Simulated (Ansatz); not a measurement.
# CoO: the cost of one run

Method: def2-TZVPP, core rule «outside noble gas», up to 10 orbitals frozen; program: Ansatz 0.2.0, Gaussian basis.

The runs, in order: UHF; ROHF; CCSD(T) on UHF.

2 further runs of the same task are left out: 2 set aside as unsound or not needed.

### Step 1. The system

The geometry is a PBE0/def2-TZVP stationary point (not a proven minimum) of the parent state, kept for this charge and spin.

2 atoms, charge 1, spin multiplicity 3.

Atoms are counted from 1 here; the program's logs count them from 0.

Bond lengths: Co1–O2 1.523 Å.

### Step 2. UHF

Input file in.yaml:

```yaml
crystal:
  periodic: [false, false, false]
  atoms:
    - {symbol: Co, position_ang: [0.000000, 0.000000, 0.000000]}
    - {symbol: O, position_ang: [0.000000, 0.000000, 1.522800]}
basis:
  gaussian: {orbitals: def2-TZVPP}
total_charge: 1
magnetization: {spin_polarized: true, initial_magnetization: 2}
hamiltonian: {xc: hf}
output: {orbitals: {seedname: orbitals}}
```

On the command line:

```sh
$ ansatz run in.yaml --threads 1 --pin off --events-out ev --progress --plain --max-ram 4096MiB --backend cpu
```

What time and memory should one allow on 1 thread of AMD EPYC 7R13, shared host?

About 51 s, with a peak of 0.26 GiB.
